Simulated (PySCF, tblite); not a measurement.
**C₄H₃ClFO radical: geometry, infrared bands and EPR parameters**

What infrared bands and EPR parameters should C₄H₃ClFO radical (`[CH2][C@](F)(Cl)C=C=O`) show?

The runs use tblite 0.8.0 and PySCF 2.14.0, with density-fitted response routines of our own; the level of theory stands in each step. All values are computed, except where a source is named. Atoms are numbered from 0 throughout.

## (1) Starting geometry

10 atoms, charge 0, multiplicity 2; geometry from: force field or distance geometry start.

Bonds of the start (Å): C0–C1 1.46, C1–F2 1.36, C1–Cl3 1.79, C1–C4 1.50, C4–C5 1.28, C5–O6 1.26, C0–H7 1.09, C0–H8 1.08, C4–H9 1.08.

## (2) Optimising the geometry with GFN2-xTB

What the job is given:

```
{"job": {"kind": "relax", "xc": "GFN2-xTB", "basis": "xTB"}, "charge": 0, "multiplicity": 2}
C     -0.871900     0.989000    -0.114400
C     -0.633600    -0.429400    -0.372900
F     -0.954400    -0.879100    -1.617400
Cl    -1.601200    -1.357100     0.810000
C      0.794500    -0.799900    -0.126600
C      1.647800     0.152900    -0.014800
O      2.486000     1.089000     0.118300
H     -1.861900     1.401100    -0.334600
H     -0.045900     1.688200    -0.148400
H      1.049400    -1.850100    -0.074600
```

The run is started by

```console
$ OMP_NUM_THREADS=1 python probes_run.py task.json out
```

This one command runs all jobs of the session in turn.

What it wrote:

```text
step      E/eV     max force
  0    -633.78064    8.235
  1    -633.07829   22.745
  2    -634.24120    3.444
  3    -634.32174    1.464
  4    -634.35523    0.891
  5    -634.36729    0.817
  6    -634.39445    0.289
  7    -634.40013    0.309
  8    -634.40964    0.292
  9    -634.41721    0.285
 10    -634.42759    0.386
 11    -634.43949    0.365
 12    -634.45332    0.337
 13    -634.46620    0.335
 14    -634.47867    0.317
 15    -634.49385    0.343
 16    -634.51111    0.357
 17    -634.52956    0.356
 18    -634.52378    0.926
 19    -634.55709    0.499
 20    -634.56946    0.443
 21    -634.59226    0.741
 22    -634.60824    0.377
 23    -634.61928    0.365
 24    -634.63593    0.511
 25    -634.65081    0.249
 26    -634.65851    0.235
 27    -634.66448    0.220
 28    -634.66969    0.207
 29    -634.67727    0.165
 30    -634.68168    0.182
 31    -634.68505    0.192
 32    -634.69042    0.231
 33    -634.70199    0.313
 34    -634.72942    0.501
 35    -634.76381    0.740
 36    -634.80501    1.136
 37    -634.87890    1.026
 38    -634.97289    1.957
 39    -635.06873    1.227
 40    -635.07076    1.695
 41    -635.14697    1.271
 42    -635.19042    0.765
 43    -635.23653    0.627
 44    -635.25084    0.399
 45    -635.26562    0.345
 46    -635.27617    0.310
 47    -635.28628    0.375
 48    -635.30194    0.299
 49    -635.31748    0.278
 50    -635.32507    0.267
 51    -635.33238    0.251
 52    -635.34399    0.288
 53    -635.35802    0.303
 54    -635.36894    0.300
 55    -635.37344    0.223
 56    -635.37564    0.123
 57    -635.37797    0.140
 58    -635.38113    0.192
 59    -635.38492    0.178
 60    -635.38861    0.141
 61    -635.39139    0.133
 62    -635.39327    0.092
 63    -635.39443    0.096
 64    -635.39518    0.066
 65    -635.39566    0.056
 66    -635.39597    0.047
 67    -635.39615    0.038
 68    -635.39631    0.040
 69    -635.39658    0.057
 70    -635.39705    0.077
 71    -635.39769    0.076
 72    -635.39824    0.061
 73    -635.39852    0.042
 74    -635.39867    0.039
 75    -635.39884    0.040
 76    -635.39913    0.058
 77    -635.39953    0.074
 78    -635.39991    0.056
 79    -635.40012    0.030
 80    -635.40020    0.022
 81    -635.40025    0.025
 82    -635.40031    0.026
 83    -635.40040    0.030
 84    -635.40054    0.045
 85    -635.40076    0.057
 86    -635.40106    0.066
 87    -635.40138    0.054
 88    -635.40161    0.071
 89    -635.40175    0.062
 90    -635.40188    0.055
 91    -635.40209    0.051
 92    -635.40232    0.051
 93    -635.40247    0.026
 94    -635.40253    0.016
 95    -635.40255    0.015
 96    -635.40257    0.018
 97    -635.40259    0.018
 98    -635.40261    0.011
 99    -635.40263    0.005
```

Wall time 0.41 s (1 thread of Arm Neoverse V2, shared host).

Step by step: (not every step is listed) (the energy doesn't fall at every step)

| step | energy from step 0 (eV) | largest force (eV/Å) |
| --- | --- | --- |
| 0 | 0.0000 | 8.2349 |
| 1 | 0.7023 | 22.7449 |
| 2 | -0.4606 | 3.4445 |
| 3 | -0.5411 | 1.4637 |
| 4 | -0.5746 | 0.8914 |
| 5 | -0.5867 | 0.8166 |
| 6 | -0.6138 | 0.2894 |
| 7 | -0.6195 | 0.3088 |
| 8 | -0.6290 | 0.2918 |
| 16 | -0.7305 | 0.3571 |
| 24 | -0.8553 | 0.5114 |
| 32 | -0.9098 | 0.2315 |
| 40 | -1.2901 | 1.6953 |
| 48 | -1.5213 | 0.2990 |
| 56 | -1.5950 | 0.1228 |
| 64 | -1.6145 | 0.0664 |
| 72 | -1.6176 | 0.0609 |
| 80 | -1.6196 | 0.0217 |
| 88 | -1.6210 | 0.0711 |
| 94 | -1.6219 | 0.0157 |
| 95 | -1.6219 | 0.0151 |
| 96 | -1.6219 | 0.0177 |
| 97 | -1.6220 | 0.0182 |
| 98 | -1.6220 | 0.0112 |
| 99 | -1.6220 | 0.0051 |

Close pairs (by a distance rule), those that changed most:

| bond | before (Å) | after (Å) | change (Å) |
| --- | --- | --- | --- |
| C1–Cl3 | 1.788 | 2.749 | +0.961 |
| C0–Cl3 | 2.625 | 1.869 | -0.756 |
| C5–O6 | 1.264 | 1.160 | -0.103 |
| C1–C4 | 1.496 | 1.404 | -0.091 |
| C4–C5 | 1.284 | 1.321 | +0.037 |
| C0–C1 | 1.461 | 1.450 | -0.011 |
| C1–F2 | 1.362 | 1.352 | -0.009 |
| C0–H7 | 1.095 | 1.087 | -0.008 |

The next job starts from the end point, and lists it.

## (3) Harmonic vibrations with GFN2-xTB

What the job is given:

```
{"job": {"kind": "ir", "xc": "GFN2-xTB", "basis": "xTB"}, "charge": 0, "multiplicity": 2}
C     -1.143509     0.646326    -0.053583
C     -0.368977    -0.329761    -0.794892
F     -1.058398    -1.164919    -1.605112
Cl    -1.513416     0.042297     1.676392
C      0.992120    -0.626792    -0.616747
C      1.826963    -0.018073     0.206121
O      2.596834     0.505954     0.898488
H     -2.119564     0.815752    -0.499784
H     -0.603005     1.574057     0.115509
H      1.399835    -1.440187    -1.201763
```

What it wrote:

```text
mode    cm-1     km/mol
  1      38.2      0.71
  2     120.2      3.42
  3     150.3      7.54
  4     165.2      7.77
  5     332.0      5.39
  6     349.6      8.05
  7     352.5      2.58
  8     429.0     25.15
  9     536.9     29.29
 10     575.6      2.67
 11     666.4     37.50
 12     839.6     44.51
 13     893.3      4.00
 14    1061.2      8.62
 15    1081.0     30.51
 16    1163.7     32.35
 17    1206.1    108.33
 18    1292.4     42.06
 19    1400.9     22.57
 20    1413.9     21.38
 21    2238.4   1009.17
 22    3001.2      1.14
 23    3030.3      0.95
 24    3060.5     15.00
```

Run time: 0.19 s. Hardware: 1 thread of Arm Neoverse V2, shared host.

The strongest bands and the atoms that carry them (share of the mass-weighted mode):

| cm⁻¹ | km/mol | atoms |
| --- | --- | --- |
| 537 | 29.3 | C0 65 %, C1 17 %, Cl3 12 % |
| 666 | 37.5 | H9 74 %, C4 22 % |
| 840 | 44.5 | C0 36 %, F2 21 %, H8 17 %, C4 17 % |
| 1081 | 30.5 | H7 47 %, H8 32 % |
| 1164 | 32.4 | H8 52 %, H7 37 % |
| 1206 | 108.3 | C1 30 %, C4 24 %, O6 14 % |
| 1292 | 42.1 | C1 54 %, H9 11 % |
| 2238 | 1009.2 | C5 69 %, O6 24 % |

The optimised geometry no longer has the bonds of the starting formula, so what follows describes that rearranged structure.

## (4) g tensor and hyperfine couplings: B3LYP/pcH-1

Same as in step 3 but for these lines:

```diff
@@ -1,2 +1,2 @@
-{"job": {"kind": "ir", "xc": "GFN2-xTB", "basis": "xTB"}, "charge": 0, "multiplicity": 2}
+{"job": {"kind": "epr", "basis": "pcH-1"}, "charge": 0, "multiplicity": 2}
 C     -1.143509     0.646326    -0.053583
```

Method: UKS B3LYP, pcH-1 on C Cl F H O, non-relativistic, mean-field spin-orbit, GIAO.

What it wrote:

```text
UKS, coarse grid
  cycle   1  E = -789.30046662  |g| = 5.96e-01
  cycle   2  E = -788.78878147  |g| = 1.33e+00
  cycle   3  E = -789.41777986  |g| = 2.08e-01
  cycle   4  E = -789.43497608  |g| = 8.05e-02
  cycle   5  E = -789.43742569  |g| = 2.09e-02
  cycle   6  E = -789.43762228  |g| = 8.05e-03
  cycle   7  E = -789.43766429  |g| = 2.72e-03
  cycle   8  E = -789.43767049  |g| = 1.36e-03
  cycle   9  E = -789.43767251  |g| = 6.37e-04
UKS, final grid
  cycle   1  E = -789.43764398  |g| = 1.06e-03
  cycle   2  E = -789.43764259  |g| = 2.00e-03
  cycle   3  E = -789.43764455  |g| = 3.11e-04
  cycle   4  E = -789.43764458  |g| = 4.73e-05
  cycle   5  E = -789.43764459  |g| = 3.13e-05
  cycle   6  E = -789.43764459  |g| = 1.19e-05
E = -789.43764459 Eh   <S^2> = 0.7607 (exact 0.7500)
g shifts (ppm)      1          2          3
  rmc          -244       -244       -244
  gc             37         -2         31
  oz_so       -1148        801       4618
  total       -1355        555       4406
hyperfine (MHz)  atom isotope    a_iso     a_fc   dipolar eigenvalues
    0   13C       9.19       9.28     -0.92     -0.66      1.58
    1   13C      82.63      82.46    -62.74    -62.08    124.82
    2   19F     113.34     113.00   -195.21   -160.49    355.70
    3  35Cl      43.78      42.99    -24.06    -23.28     47.34
    4   13C     -34.98     -35.00    -10.55      2.69      7.85
    5   13C      14.34      14.57    -22.81    -20.23     43.04
    6   17O     -10.36     -10.57    -44.86     21.49     23.37
    7    1H       6.77       6.80     -5.12     -2.38      7.50
    8    1H      21.78      21.80     -4.48     -2.38      6.86
    9    1H       3.91       3.91     -4.37      1.05      3.32
```

Run time: 44 s. Hardware: 1 thread of Arm Neoverse V2, shared host; peak memory 0.76 GiB.

Principal g values 2.00096, 2.00287, 2.00672; g(iso) = 2.00352, against 2.00232 for a free electron.

Hyperfine couplings, nucleus by nucleus at this fixed geometry (no averaging over rotations):

| nuclei | isotope | a(iso) (MHz) | a(iso) (G, at g = 2.0023) | largest dipolar term (MHz) |
| --- | --- | --- | --- | --- |
| F2 | 19F | 113.3 | 40.4 | 355.7 |
| C1 | 13C | 82.6 | 29.5 | 124.8 |
| Cl3 | 35Cl | 43.8 | 15.6 | 47.3 |
| C4 | 13C | -35.0 | -12.5 | -10.5 |
| H8 | 1H | 21.8 | 7.8 | 6.9 |
| C5 | 13C | 14.3 | 5.1 | 43.0 |
| O6 | 17O | -10.4 | -3.7 | -44.9 |
| C0 | 13C | 9.2 | 3.3 | 1.6 |
| H7 | 1H | 6.8 | 2.4 | 7.5 |
| H9 | 1H | 3.9 | 1.4 | -4.4 |

Mulliken spin populations:

| atom | value (e) |
| --- | --- |
| C0 | -0.03 |
| C1 | 0.64 |
| F2 | 0.05 |
| Cl3 | 0.12 |
| C4 | -0.11 |
| C5 | 0.22 |
| O6 | 0.10 |
| H7 | 0.00 |
| H8 | 0.01 |
| H9 | 0.00 |

The fields below are evaluated on a grid from the run's orbitals.

ELF in a plane through or near 7 of the atoms.

Ten even steps from ' ' (0.00) to '@' (0.99):
```
                                                        
                                                        
                                                        
          ....::::..                                    
        ..==**##**==..                                  
      ..==##%%%%%%**--..                                
      ::++%%##==++##++--    ::==++==..                  
      ::==**####%%++++--    --**%%##==::..              
      ..::==**##----++++    ::++--::==%%##++::          
          ::--====**%%**--::==##--**++@@@@@@##..        
              ..==**--::%%##..--%%****@@@@@@@@..        
              --++##--::%%##::..==::  --**##++          
            ::%%@@@@%%**======**++--..                  
            --@@@@@@%%--  ..**####%%**..                
              **%%%%--    --%%%%%%%%++::                
                ....      ::++****==::                  
                            ..::....                    
                                                        
                                                        
                                                        
```
The map spans 10.0 Å across and 9.1 Å up, centred on the molecule. Atoms in the plane (x, y in Å): C0 (1.3, 0.3), C1 (0.3, -0.7), F2 (0.8, -2.0), C4 (-1.1, -0.6), C5 (-1.8, 0.6), O6 (-2.4, 1.5), H9 (-1.7, -1.5).

On the surface of density 0.002 e/bohr³ the electrostatic potential runs, from the 1st to the 99th percentile, from -0.81 V near Cl3 to 1.78 V near H9.

The spin density lies nearest to C1 43 %; C5 17 %; Cl3 11 %; O6 10 %.

## (5) Summary of results

| quantity | value |
| --- | --- |
| strongest single infrared mode (GFN2-xTB) | 2238 cm⁻¹, 1009 km/mol |
| zero-point energy (GFN2-xTB) | 36.3 kcal/mol |
| g(iso) (B3LYP) | 2.00352 |
| ⟨S²⟩ | 0.761 (exact 0.75) |
| largest a(iso) | 19F on F2, 113.3 MHz |
| surface potential, 1st and 99th percentile | -0.81 V and 1.78 V |

**Reading.** The optimisation took 99 steps and gained 1.622 eV; among the close pairs (by a distance rule), C1–Cl3 changed most, from 1.788 to 2.749 Å. No mode is imaginary among the 24: a minimum at this level. The strongest single mode, at 2238 cm⁻¹, moves mainly C5. GFN2-xTB is a fitted tight-binding method: band positions and strengths are rough. Its intensities can rank the bands wrongly. The structure rearranged or came apart on optimisation; the results belong to the end geometry, not to the formula as drawn. C1 carries the largest spin population, 0.64 e. The isotropic g lies 1.2 ppt above the free-electron value.
